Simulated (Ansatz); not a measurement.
# K2Ta: the cost of one run

Method: DFT PBE, scalar-relativistic, plane waves, PAW, in Ansatz 0.2.0.

### Step 1. The structure to begin with

Symmetry: P4/nmm, No. 129, tetragonal system. Conventional cell: a = 4.778 Å, b = 4.778 Å, c = 7.291 Å, α = 90.00°, β = 90.00°, γ = 90.00°. Around K (site symmetry -4m2) lie 8 K at 3.10 to 3.38 Å and 4 Ta at 3.24 Å. K (site symmetry 4mm) has 4 K at 3.10 Å and 5 Ta at 3.13 to 3.39 Å as nearest neighbours. Ta (site symmetry 4mm) is surrounded by 9 K at 3.13 to 3.39 Å.

Structure file:

```cif
data_structure
_symmetry_space_group_name_H-M 'P4/nmm:1'
_symmetry_Int_Tables_number 129
_cell_length_a 4.7782
_cell_length_b 4.7782
_cell_length_c 7.2906
_cell_angle_alpha 90.000
_cell_angle_beta 90.000
_cell_angle_gamma 90.000
_cell_volume 166.45
loop_
_atom_site_label
_atom_site_type_symbol
_atom_site_symmetry_multiplicity
_atom_site_Wyckoff_symbol
_atom_site_fract_x
_atom_site_fract_y
_atom_site_fract_z
_atom_site_occupancy
K1 K 2 a 0.00000 0.00000 0.00000 1
K2 K 2 c 0.00000 0.50000 0.27000 1
Ta1 Ta 2 c 0.00000 0.50000 0.70000 1
```

This is candidate A: Cu2Sb type (P4/nmm, No. 129).

(A quick probe on a coarse mesh, which set the mesh and smearing, is not shown.)

### Step 3. Rough relaxation on the coarse mesh (candidate A)

Contents of input.yaml:

```yaml
crystal:
  lattice:
    - [4.7781983704, 0.0, 0.0]
    - [0.0, 4.7781983704, 0.0]
    - [0.0, 0.0, 7.2905827341]
  atoms:
    - { symbol: K, position: [0.0, 0.0, 0.0] }
    - { symbol: K, position: [0.5, 0.5, 0.0] }
    - { symbol: K, position: [0.0, 0.5, 0.27] }
    - { symbol: K, position: [0.5, 0.0, 0.73] }
    - { symbol: Ta, position: [0.0, 0.5, 0.7] }
    - { symbol: Ta, position: [0.5, 0.0, 0.3] }
basis:
  ecutwfc: 420
kpoints:
  mp_grid: { grid: [4, 4, 4] }
hamiltonian:
  xc: pbe
scf:
  occupations: { method: gaussian, width: 0.1 }
  lower_state_search: "off"
output:
  forces: true
  stress: true
  eigenvalues: true
relax:
  adjacent_minimum: "off"
  f_tol: 0.04
  max_steps: 70
  cell: { stress_tol: 0.4 }
```

On the command line:

```sh
$ ansatz run input.yaml --threads 1 --pin off --max-ram 2560MiB --backend cpu --events-out ev --progress --plain --runs-dir out
```

**Question.** How long does this run take on 1 thread of Arm Neoverse V1, shared host, and how much memory does it need?

About 4 min, with a peak of 0.44 GiB.
